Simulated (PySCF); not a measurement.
# B3LYP/cc-pVDZ run of BH2O2F (SMILES OB(O)F)

Aim: the vertical singlet–triplet gap of BH2O2F at B3LYP/cc-pVDZ, from 2 runs. Input form: a Python script.

The calculation is run with PySCF 2.14.0.

## (1) The system as given

BH2O2F: 6 atoms, total charge 0, spin state singlet. As SMILES, `OB(O)F`. The coordinates come from a PBE0-D4/def2-TZVP relaxation. This is one conformer, not always the lowest.

Bond lengths: O1–B2 1.360 Å, B2–O3 1.352 Å, B2–F4 1.333 Å, O1–H5 0.960 Å, O3–H6 0.960 Å. Angles: O1–B2–O3 121.6°, O1–B2–F4 120.5°, O3–B2–F4 117.9°, B2–O1–H5 113.1°, B2–O3–H6 112.5°.

## (2) The energy at B3LYP/cc-pVDZ

Input file calc.py:

```python
from pyscf import gto, dft

mol = gto.Mole()
mol.atom = '''
O     -0.477500     0.971000    -0.208400
B     -0.023800    -0.307500    -0.106500
O      0.989400    -0.635200     0.726100
F     -0.573100    -1.280600    -0.833200
H     -1.198900     1.066100    -0.834300
H      1.326000     0.122200     1.210000
'''
mol.basis = 'cc-pvdz'
mol.spin = 0
mol.max_memory = 1860
mol.verbose = 3
mol.build()

calc0 = dft.RKS(mol, xc='b3lyp')
calc0.conv_tol = 1e-10
calc0.grids.level = 4
calc0.kernel()
if not calc0.converged:
    calc0 = calc0.newton().run(calc0.mo_coeff, calc0.mo_occ)

e_tot = calc0.e_tot
print('Final energy', e_tot)
```

Started as:

```console
$ OMP_NUM_THREADS=1 python calc.py
```

Output:

```text
converged SCF energy = -276.529208378023
Final energy -276.5292083780229
```

It took 7.5 s on 1 thread of Arm Neoverse V1, shared host; peak memory 0.33 GiB.

## (3) The triplet at the same level

Input file job.py:

```python
from pyscf import gto, dft

mol = gto.M(
    atom='''
O     -0.477500     0.971000    -0.208400
B     -0.023800    -0.307500    -0.106500
O      0.989400    -0.635200     0.726100
F     -0.573100    -1.280600    -0.833200
H     -1.198900     1.066100    -0.834300
H      1.326000     0.122200     1.210000
''',
    max_memory=1860,
    verbose=3,
    basis='cc-pvdz',
    spin=2,
)

myscf = dft.UKS(mol)
myscf.xc = 'b3lyp'
myscf.conv_tol = 1e-10
myscf.grids.level = 4
myscf.kernel()
if not myscf.converged:
    myscf = myscf.newton().run(myscf.mo_coeff, myscf.mo_occ)

etot = myscf.e_tot
print('E = %.10f Eh' % etot)
```

Started as:

```console
$ OMP_NUM_THREADS=1 python job.py
```

Output:

```text
WARN: HOMO -0.00709136338396155 >= LUMO -0.445202232345858

WARN: HOMO -0.0405270839486835 >= LUMO -0.257093709220659

WARN: HOMO -0.0476594937212864 >= LUMO -0.302806147879306

WARN: HOMO -0.0479179454701564 >= LUMO -0.31015841600068

WARN: HOMO -0.0485948770725173 >= LUMO -0.315716898918429

WARN: HOMO -0.0476946667186589 >= LUMO -0.309279031052229

WARN: HOMO -0.0482838711819777 >= LUMO -0.309177964776342

WARN: HOMO -0.0483457159246319 >= LUMO -0.309213897867577

WARN: HOMO -0.0482983660896625 >= LUMO -0.309118483798977

WARN: HOMO -0.0482914365303149 >= LUMO -0.309108270467004

WARN: HOMO -0.0482876896115858 >= LUMO -0.309117060898756

WARN: HOMO -0.0482694626889906 >= LUMO -0.309078268292879

WARN: HOMO -0.0482606587911132 >= LUMO -0.309074306164217

WARN: HOMO -0.0482595617301582 >= LUMO -0.309069927890067

WARN: HOMO -0.0482585243392837 >= LUMO -0.309068662763037

WARN: HOMO -0.0482583341983212 >= LUMO -0.309068119337915

WARN: HOMO -0.0482584997742999 >= LUMO -0.309068498545296

converged SCF energy = -276.213374081144  <S^2> = 2.0163903  2S+1 = 3.0109071
E = -276.2133740811 Eh
```

It took 18 s on 1 thread of Arm Neoverse V1, shared host; peak memory 0.34 GiB.

## (4) Outcome

At B3LYP/cc-pVDZ:

```
                                        quantity          value
                           singlet: total energy  -276.52921 Eh
                          singlet: dipole moment         1.92 D
                            singlet: HOMO energy       -8.96 eV
                            singlet: LUMO energy        1.11 eV
                          singlet: HOMO–LUMO gap       10.07 eV
                           triplet: total energy  -276.21337 Eh
                          triplet: dipole moment         0.37 D
     triplet: HOMO energy (highest over α and β)       -1.31 eV
                                   triplet: ⟨S²⟩          2.016
vertical energy of the triplet above the singlet       8.594 eV
```

What this shows: At this shape the triplet lies 8.59 eV (198 kcal/mol) above the singlet. Mulliken charges (singlet) run from -0.13 on F4 to +0.15 on H6; they depend strongly on the basis.
